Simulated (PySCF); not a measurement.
# SiAsH5: a tour of settings

Aim: see how SiAsH5 (`[SiH3][AsH2]`) answers to the choice of functional, basis, grid and SCF options.

Computed with PySCF 2.14.0, with density-fitted response routines of our own, on a single molecule in the gas phase. Atoms count from 0, in the outputs and in this text.

## (1) Starting geometry

7 atoms, charge 0, multiplicity 1; geometry from: GFN2-xTB.

Bonds of the start (Å): Si0–As1 2.32, Si0–H2 1.47, Si0–H3 1.47, Si0–H4 1.47, As1–H5 1.50, As1–H6 1.50.

## (2) Excited states and response: PBE0/def2-SVPD

Job settings and geometry (Å):

```
{"job": {"kind": "uv", "xc": "PBE0", "basis": "def2-SVPD", "nstates": 3, "ntriplets": 0, "tda": true}, "charge": 0, "multiplicity": 1}
Si    -0.825703     0.127724    -0.056227
As     1.395038    -0.061965    -0.712722
H     -1.648374    -0.833318    -0.801969
H     -1.324513     1.473167    -0.369390
H     -1.067976    -0.105798     1.372372
H      1.591926    -1.325134     0.075086
H      1.882936     0.730230     0.465771
```

With the program's defaults for keys left out, this is: TDA PBE0/def2-SVPD, vertical, gas phase, core orbitals frozen in the response.

Launch:

```console
$ OMP_NUM_THREADS=1 python probes_run.py task.json out
```

The driver reads the jobs from task.json and runs them one after another.

Log:

```text
coarse grid: 26104 points
cycle   1  E = -2527.5938623928  dE = -8.722e-01  |g| = 1.806e-01  |ddm| = 2.730e+00
cycle   2  E = -2527.5973209295  dE = -3.459e-03  |g| = 1.108e-01  |ddm| = 3.967e-01
cycle   3  E = -2527.5988855713  dE = -1.565e-03  |g| = 1.051e-02  |ddm| = 1.291e-01
cycle   4  E = -2527.5989189807  dE = -3.341e-05  |g| = 3.731e-03  |ddm| = 2.941e-02
cycle   5  E = -2527.5989247017  dE = -5.721e-06  |g| = 1.014e-03  |ddm| = 9.676e-03
final grid: 51864 points
cycle   6  E = -2527.5989092945  dE = -2.386e-08  |g| = 1.070e-03  |ddm| = 3.794e-03
cycle   7  E = -2527.5989092590  dE =  3.554e-08  |g| = 1.177e-03  |ddm| = 3.440e-03
cycle   8  E = -2527.5989095341  dE = -2.751e-07  |g| = 2.981e-05  |ddm| = 1.749e-03
cycle   9  E = -2527.5989095344  dE = -2.965e-10  |g| = 5.968e-06  |ddm| = 5.267e-05
converged SCF energy = -2527.5989095344

Static polarisability (au): isotropic 62.761, principal 55.166 55.853 77.264

Singlet excitations
state   eV       nm        f      main configurations
  1   6.5357    189.7   0.06547   H->L+1 0.73, H->L 0.26
  2   6.5527    189.2   0.01625   H->L+2 0.94
  3   6.8880    180.0   0.25076   H->L 0.65, H->L+1 0.22
```

Run time: 2.8 s. Hardware: 1 thread of Intel Xeon Platinum 8488C, shared host; peak memory 0.41 GiB.

The orbitals next to the gap, with their largest atomic shares:

```csv
orbital,eV,atoms
HOMO−3,-10.17,"Si0 38 %, H4 29 %, As1 16 %"
HOMO−2,-9.62,"Si0 33 %, H2 19 %, H3 19 %"
HOMO−1,-9.08,"As1 35 %, Si0 28 %, H6 8 %"
HOMO,-7.61,"As1 64 %, Si0 16 %, H5 6 %"
LUMO,0.09,"Si0 35 %, As1 34 %, H4 10 %"
LUMO+1,0.17,"As1 39 %, Si0 24 %, H5 8 %"
LUMO+2,0.28,"As1 54 %, H6 14 %, H5 14 %"
```

With each of the 3 states as a Gaussian band of 0.4 eV half-width at 1/e, the curve within the window shown has maxima at 181 nm (ε 12,000) L/(mol cm). Beyond the last state computed it falls off for lack of states. The curve at chosen wavelengths:

```json
{"nm": "172", "ε (L/mol/cm)": "6024"}
{"nm": "173", "ε (L/mol/cm)": "7015"}
{"nm": "175", "ε (L/mol/cm)": "8933"}
{"nm": "176", "ε (L/mol/cm)": "9785"}
{"nm": "178", "ε (L/mol/cm)": "11113"}
{"nm": "179", "ε (L/mol/cm)": "11545"}
{"nm": "181", "ε (L/mol/cm)": "11892"}
{"nm": "182", "ε (L/mol/cm)": "11812"}
{"nm": "184", "ε (L/mol/cm)": "11213"}
{"nm": "185", "ε (L/mol/cm)": "10732"}
{"nm": "186", "ε (L/mol/cm)": "10162"}
{"nm": "188", "ε (L/mol/cm)": "8842"}
{"nm": "189", "ε (L/mol/cm)": "8136"}
{"nm": "191", "ε (L/mol/cm)": "6716"}
{"nm": "192", "ε (L/mol/cm)": "6030"}
{"nm": "194", "ε (L/mol/cm)": "4754"}
{"nm": "195", "ε (L/mol/cm)": "4176"}
{"nm": "196", "ε (L/mol/cm)": "3642"}
{"nm": "198", "ε (L/mol/cm)": "2713"}
{"nm": "199", "ε (L/mol/cm)": "2317"}
{"nm": "201", "ε (L/mol/cm)": "1655"}
{"nm": "202", "ε (L/mol/cm)": "1384"}
{"nm": "204", "ε (L/mol/cm)": "948"}
{"nm": "205", "ε (L/mol/cm)": "777"}
{"nm": "207", "ε (L/mol/cm)": "511"}
{"nm": "208", "ε (L/mol/cm)": "410"}
```

Ground-state properties from the same run:

```
           property  computed
  dipole moment (D)      0.38
polarisability (Å³)      9.30
 HOMO–LUMO gap (eV)      7.70
      −ε(HOMO) (eV)      7.61
```

## (3) TDDFT and polarisability: B3LYP/def2-SVPD

Settings changed since step 2:

```diff
@@ -1,2 +1,2 @@
-{"job": {"kind": "uv", "xc": "PBE0", "basis": "def2-SVPD", "nstates": 3, "ntriplets": 0, "tda": true}, "charge": 0, "multiplicity": 1}
+{"job": {"kind": "uv", "xc": "B3LYP", "basis": "def2-SVPD", "nstates": 25, "ntriplets": 2, "tda": false, "grid": 0, "scf": {"damp": 0.9, "max_cycle": 58}}, "charge": 0, "multiplicity": 1}
 Si    -0.825703     0.127724    -0.056227
```

Level: TDDFT B3LYP/def2-SVPD, vertical, gas phase, core orbitals frozen in the response.

Log:

```text
damping 0.90 in the first 6 cycles
final grid: 7176 points
cycle   1  E = -2528.0347906576  dE = -8.634e-01  |g| = 2.168e-01  |ddm| = 2.775e+00
cycle   2  E = -2528.0366374472  dE = -1.847e-03  |g| = 1.811e-01  |ddm| = 4.666e-02
cycle   3  E = -2528.0379427632  dE = -1.305e-03  |g| = 1.517e-01  |ddm| = 4.057e-02
cycle   4  E = -2528.0388734716  dE = -9.307e-04  |g| = 1.274e-01  |ddm| = 3.547e-02
cycle   5  E = -2528.0395427224  dE = -6.693e-04  |g| = 1.073e-01  |ddm| = 3.116e-02
cycle   6  E = -2528.0409807953  dE = -1.438e-03  |g| = 6.559e-02  |ddm| = 2.692e-01
cycle   7  E = -2528.0411628110  dE = -1.820e-04  |g| = 4.953e-02  |ddm| = 1.103e-01
cycle   8  E = -2528.0414503078  dE = -2.875e-04  |g| = 2.997e-03  |ddm| = 5.158e-02
cycle   9  E = -2528.0414538576  dE = -3.550e-06  |g| = 5.795e-04  |ddm| = 7.351e-03
cycle  10  E = -2528.0414539639  dE = -1.063e-07  |g| = 1.236e-04  |ddm| = 1.085e-03
cycle  11  E = -2528.0414539681  dE = -4.252e-09  |g| = 3.975e-05  |ddm| = 3.680e-04
cycle  12  E = -2528.0414539687  dE = -6.030e-10  |g| = 8.857e-06  |ddm| = 9.610e-05
converged SCF energy = -2528.0414539687

Static polarisability (au): isotropic 63.101, principal 55.393 56.114 77.795

Singlet excitations
state   eV       nm        f      main configurations
  1   6.3432    195.5   0.04912   H->L 0.50, H->L+1 0.50
  2   6.4297    192.8   0.01401   H->L+2 0.96
  3   6.6834    185.5   0.24622   H->L 0.46, H->L+1 0.45
  4   7.2833    170.2   0.02844   H->L+3 0.89
  5   7.3132    169.5   0.00781   H->L+4 0.94
  6   7.7893    159.2   0.00406   H-1->L 0.79, H-1->L+1 0.17
  7   7.9298    156.4   0.16841   H-1->L+1 0.56, H->L+5 0.31
  8   8.0235    154.5   0.03802   H-1->L+2 0.72, H-2->L 0.14
  9   8.2114    151.0   0.11204   H->L+5 0.59, H-1->L+1 0.16
 10   8.3243    148.9   0.00711   H-2->L+1 0.46, H-2->L 0.32, H-1->L+2 0.12
 11   8.3512    148.5   0.00139   H-2->L 0.51, H-2->L+1 0.46
 12   8.5624    144.8   0.00046   H-1->L+3 0.52, H-2->L+2 0.43
 13   8.7278    142.1   0.00038   H-1->L+4 0.76, H-2->L+3 0.11
 14   8.7502    141.7   0.04572   H->L+6 0.71, H-3->L+1 0.10, H-3->L 0.09
 15   8.8023    140.9   0.08071   H-2->L+2 0.28, H->L+6 0.18, H-1->L+3 0.18
 16   8.8577    140.0   0.07449   H-3->L+1 0.54, H->L+7 0.25, H-3->L 0.13
 17   8.9270    138.9   0.29980   H-3->L 0.57, H-1->L+3 0.15
 18   9.0608    136.8   0.00046   H-3->L+2 0.75, H-4->L 0.14
 19   9.0886    136.4   0.10676   H->L+7 0.53, H-4->L+2 0.14, H-3->L+1 0.10
 20   9.1950    134.8   0.01029   H-2->L+3 0.71, H-3->L+4 0.11
 21   9.3630    132.4   0.00046   H-4->L+1 0.63, H-4->L 0.26
 22   9.4373    131.4   0.06112   H-4->L 0.37, H->L+8 0.29, H-4->L+1 0.25
 23   9.4607    131.1   0.02997   H-1->L+5 0.78, H-2->L+4 0.11
 24   9.6101    129.0   0.24685   H-2->L+4 0.66, H-1->L+5 0.10
 25   9.7189    127.6   0.00510   H-3->L+4 0.40, H->L+8 0.35, H->L+10 0.08

Triplet excitations (Tamm-Dancoff, eV): 5.6130 5.6631
```

It took 4.6 s on 1 thread of Intel Xeon Platinum 8488C, shared host; peak memory 0.37 GiB.

The run ended normally, but its values are not to be used for the molecule: grid level 0 is too coarse. Its HOMO lies at -7.41 eV, against -7.61 eV in step 2 (PBE0/def2-SVPD), a different level, so the two don't compare directly.

## (4) Shielding tensors: PBE0/pcseg-1

Job settings and geometry (Å):

```
{"job": {"kind": "nmr", "xc": "PBE0", "basis": "pcseg-1", "pop": true, "scf": {"conv": 1e-08}}, "charge": 0, "multiplicity": 1}
Si    -0.825703     0.127724    -0.056227
As     1.395038    -0.061965    -0.712722
H     -1.648374    -0.833318    -0.801969
H     -1.324513     1.473167    -0.369390
H     -1.067976    -0.105798     1.372372
H      1.591926    -1.325134     0.075086
H      1.882936     0.730230     0.465771
```

Method: GIAO PBE0/pcseg-1 NMR shielding, non-relativistic, gas phase.

Log:

```text
final grid: 51864 points
cycle   1  E = -2527.6911107847  dE = -9.087e-01  |g| = 1.000e-01  |ddm| = 2.450e+00
cycle   2  E = -2527.6932000210  dE = -2.089e-03  |g| = 6.790e-02  |ddm| = 3.077e-01
cycle   3  E = -2527.6949078016  dE = -1.708e-03  |g| = 1.581e-02  |ddm| = 1.449e-01
cycle   4  E = -2527.6949985903  dE = -9.079e-05  |g| = 1.447e-03  |ddm| = 2.857e-02
cycle   5  E = -2527.6949995262  dE = -9.359e-07  |g| = 5.268e-04  |ddm| = 3.969e-03
cycle   6  E = -2527.6949996499  dE = -1.237e-07  |g| = 9.920e-05  |ddm| = 1.004e-03
cycle   7  E = -2527.6949996541  dE = -4.226e-09  |g| = 1.836e-05  |ddm| = 1.801e-04
converged SCF energy = -2527.6949996541

GIAO shielding tensors (ppm)
atom      isotropic    diamagn.    paramagn.     s11        s22        s33       span
  0 Si     431.217     880.204    -448.986    407.758    423.443    462.452     54.694
  1 As    2055.169    2878.540    -823.371   1924.715   2006.050   2234.743    310.028
  2 H       27.883      28.568      -0.685     24.143     25.448     34.058      9.915
  3 H       27.882      28.564      -0.682     24.142     25.449     34.054      9.913
  4 H       27.595      28.818      -1.223     23.298     25.313     34.172     10.874
  5 H       30.049      29.324       0.725     22.637     24.267     43.242     20.604
  6 H       30.050      29.327       0.723     22.637     24.267     43.246     20.609
```

Run time: 3.5 s. Hardware: 1 thread of Intel Xeon Platinum 8488C, shared host.

The references, computed at this level on geometries of the same kind, shield at (ppm): ¹H TMS 31.87, ²⁹Si TMS 340.5. Their shielding less the atom's gives the shift. The references are single molecules in the gas phase. Atoms listed in one row are averaged.

```
     atoms                          environment  σ (ppm)  δ (ppm)
H2, H3, H4   hydrogen on a silicon bonded to As    27.79     4.09
    H5, H6  hydrogen on an arsenic bonded to Si    30.05     1.82
       Si0            silicon bonded to As, 3 H    431.2    -90.7
       As1            arsenic bonded to Si, 2 H     2055        –
```

The run also stored atomic charges by several schemes (e):

```
atoms  Mulliken    IAO  Hirshfeld  ESP fit
  Si0      0.38   0.38       0.23     0.35
  As1     -0.36  -0.05       0.04    -0.21
```

Mayer bond orders: Si0–As1 0.98.

## (5) Spin-spin couplings: wB97X-D/pcseg-1

Settings changed since step 4:

```diff
@@ -1,2 +1,2 @@
-{"job": {"kind": "nmr", "xc": "PBE0", "basis": "pcseg-1", "pop": true, "scf": {"conv": 1e-08}}, "charge": 0, "multiplicity": 1}
+{"job": {"kind": "j", "xc": "wB97X-D", "basis": "pcseg-1", "grid": 1, "scf": {"conv": 1e-06}}, "charge": 0, "multiplicity": 1}
 Si    -0.825703     0.127724    -0.056227
```

Method: wB97X-D/pcseg-1 indirect spin-spin coupling, non-relativistic, gas phase.

Log:

```text
final grid: 26104 points
cycle   1  E = -2528.1532239051  dE = -9.673e-01  |g| = 1.393e-01  |ddm| = 2.426e+00
cycle   2  E = -2528.1610508046  dE = -7.827e-03  |g| = 5.720e-02  |ddm| = 3.082e-01
cycle   3  E = -2528.1623832316  dE = -1.332e-03  |g| = 1.274e-02  |ddm| = 1.051e-01
cycle   4  E = -2528.1624713585  dE = -8.813e-05  |g| = 3.231e-03  |ddm| = 3.880e-02
cycle   5  E = -2528.1624765772  dE = -5.219e-06  |g| = 6.156e-04  |ddm| = 9.922e-03
cycle   6  E = -2528.1624769604  dE = -3.832e-07  |g| = 1.550e-04  |ddm| = 3.146e-03
converged SCF energy = -2528.1624769604

Indirect spin-spin couplings (Hz)
  i      j    bonds     total        FC       PSO       DSO        SD
  0 Si   2 H    1   -183.139  -183.094     0.942    -0.275    -0.711
  0 Si   3 H    1   -183.313  -183.268     0.941    -0.275    -0.712
  0 Si   4 H    1   -188.164  -188.078     0.907    -0.267    -0.726
  0 Si   5 H    2      6.469     6.310     0.143     0.093    -0.076
  0 Si   6 H    2      6.715     6.557     0.143     0.093    -0.077
  2 H    3 H    2     -3.806    -2.715     0.610    -1.728     0.027
  2 H    4 H    2     -0.873     0.223     0.606    -1.730     0.028
  2 H    5 H    3      0.301     0.463     0.182    -0.347     0.004
  2 H    6 H    3      8.516    10.788     0.577    -2.859     0.011
  3 H    4 H    2     -0.890     0.204     0.606    -1.728     0.029
  3 H    5 H    3      8.593    10.866     0.577    -2.861     0.011
  3 H    6 H    3      0.245     0.418     0.184    -0.360     0.003
  4 H    5 H    3      4.196     3.681     0.028     0.473     0.013
  4 H    6 H    3      4.239     3.717     0.026     0.482     0.014
  5 H    6 H    2    -11.418   -11.522     0.671    -0.676     0.109
```

It took 4.7 s on 1 thread of Intel Xeon Platinum 8488C, shared host; peak memory 0.4 GiB.

The basis is not made for couplings: without tight functions at the nuclei these values are rough.

Couplings of 1 Hz or more, nine at most for each number of bonds, with means over like pairs (isotopes 1H, 29Si):

```csv
pair,bonds,J (Hz),Fermi contact (Hz)
Si0–H2,1,-184.9,-184.8
H5–H6,2,-11.4,-11.5
Si0–H5,2,6.6,6.4
H2–H3,2,-1.9,-0.8
H2–H5,3,4.3,5.0
```

The response was solved for the nuclei of H, Si alone, so couplings that need other nuclei can be missing.

Quadrupole couplings from the field gradients of the same density:

```csv
atom,isotope,eQq/h (MHz),η
As1,75As,-142.4,0.44
```

Shifts (PBE0/pcseg-1, unscaled) and these couplings together give the proton spectrum at 400 MHz below. Couplings to quadrupolar nuclei are left out.

¹H NMR δ 4.09 (t, J = 4.3 Hz, 3H), 1.82 (q, J = 4.3 Hz, 2H). The letters are first-order; like nuclei with unlike couplings give more lines.

## (6) NMR shieldings: HCTH407/def2-SVPD

Settings changed since step 5:

```diff
@@ -1,2 +1,2 @@
-{"job": {"kind": "j", "xc": "wB97X-D", "basis": "pcseg-1", "grid": 1, "scf": {"conv": 1e-06}}, "charge": 0, "multiplicity": 1}
+{"job": {"kind": "nmr", "xc": "HCTH407", "basis": "def2-SVPD", "pop": true}, "charge": 0, "multiplicity": 1}
 Si    -0.825703     0.127724    -0.056227
```

Level: GIAO HCTH407/def2-SVPD NMR shielding, non-relativistic, gas phase.

Log:

```text
coarse grid: 26104 points
cycle   1  E = -2529.2542422320  dE = -8.384e-01  |g| = 1.497e-01  |ddm| = 2.777e+00
cycle   2  E = -2529.2579055731  dE = -3.663e-03  |g| = 1.452e-01  |ddm| = 7.675e-01
cycle   3  E = -2529.2639319925  dE = -6.026e-03  |g| = 4.878e-02  |ddm| = 3.644e-01
cycle   4  E = -2529.2643774933  dE = -4.455e-04  |g| = 3.652e-03  |ddm| = 6.258e-02
cycle   5  E = -2529.2643817336  dE = -4.240e-06  |g| = 1.677e-03  |ddm| = 9.826e-03
final grid: 51864 points
cycle   6  E = -2529.2644711984  dE =  9.458e-07  |g| = 2.242e-03  |ddm| = 7.233e-03
cycle   7  E = -2529.2644689372  dE =  2.261e-06  |g| = 3.263e-03  |ddm| = 9.760e-03
cycle   8  E = -2529.2644734026  dE = -4.465e-06  |g| = 3.294e-04  |ddm| = 5.793e-03
cycle   9  E = -2529.2644734200  dE = -1.739e-08  |g| = 8.345e-06  |ddm| = 4.806e-04
cycle  10  E = -2529.2644734200  dE = -3.547e-11  |g| = 2.354e-06  |ddm| = 1.967e-05
converged SCF energy = -2529.2644734200

GIAO shielding tensors (ppm)
atom      isotropic    diamagn.    paramagn.     s11        s22        s33       span
  0 Si     466.487     885.805    -419.317    445.647    458.173    495.642     49.995
  1 As    2035.192    2892.035    -856.843   1903.979   1986.972   2214.625    310.646
  2 H       27.837      30.840      -3.003     24.595     25.425     33.491      8.896
  3 H       27.836      30.833      -2.998     24.593     25.426     33.488      8.895
  4 H       27.388      31.113      -3.725     23.526     25.156     33.483      9.957
  5 H       29.904      30.686      -0.782     23.042     24.552     42.119     19.077
  6 H       29.905      30.687      -0.782     23.041     24.551     42.123     19.082
```

Wall time 6.1 s (1 thread of Intel Xeon Platinum 8488C, shared host); peak memory 0.52 GiB.

This run: σ Si0 466.5, As1 2035, H2 27.69, H5 29.90 ppm (means over like atoms).

## (7) Side by side: NMR shifts

Shifts (ppm), means over like atoms, with basis size and wall time:

| run | H2 | H5 | Si0 | functions | time |
| --- | --- | --- | --- | --- | --- |
| PBE0/pcseg-1 | 4.09 | 1.82 | -90.7 | 70 | 3.5 s |
| HCTH407/def2-SVPD | 4.18 | 1.96 | -86.7 | 102 | 6.1 s |

## (8) Outcome

```
                                                             quantity                                            value
                                      lowest singlet (PBE0/def2-SVPD)                      6.54 eV (190 nm), f = 0.065
                             brightest single state of those computed                      state 3, 6.89 eV, f = 0.251
¹H shifts against TMS (PBE0/pcseg-1, means over atoms taken as alike)                                   4.09, 1.82 ppm
                               ²⁹Si shifts against TMS (PBE0/pcseg-1)                                        -90.7 ppm
                                      shieldings of As (PBE0/pcseg-1)                                   As1 2055.2 ppm
                      largest coupling of the table (wB97X-D/pcseg-1)                       ¹J(Si,H) Si0–H2, -184.9 Hz
                                            range of the shift of Si0                               -90.7 to -86.7 ppm
                                        property runs in this session  5, of which 0 failed and 1 gave unsound results
```

In words: Single values in the summary come from the first run of each kind that ended normally (PBE0/def2-SVPD; PBE0/pcseg-1; wB97X-D/pcseg-1), which need not be the best level. The first singlet state (HOMO→LUMO+1 0.73, HOMO→LUMO 0.26) lies at 6.54 eV and is bright; of the 3 states computed, the strongest absorption comes from state 3 at 6.89 eV (the last computed, so partners may be missing). At PBE0/pcseg-1: The widest tensor belongs to As1: span 310 ppm, with a paramagnetic part of -823 ppm. In the run at wB97X-D/pcseg-1, the largest coupling of the table is Si0–H2 (mean over like pairs), -184.9 Hz, of which the Fermi-contact term gives -184.8 Hz. Among the atoms with a shift in every run: In ppm, Si0 moves most: its shift spreads over 4.0 ppm, from -90.7 (PBE0/pcseg-1) to -86.7 (HCTH407/def2-SVPD). Spin-orbit coupling is left out, which matters for shieldings and couplings at and beside the heavy atoms. Couplings from bases without tight functions are rough.
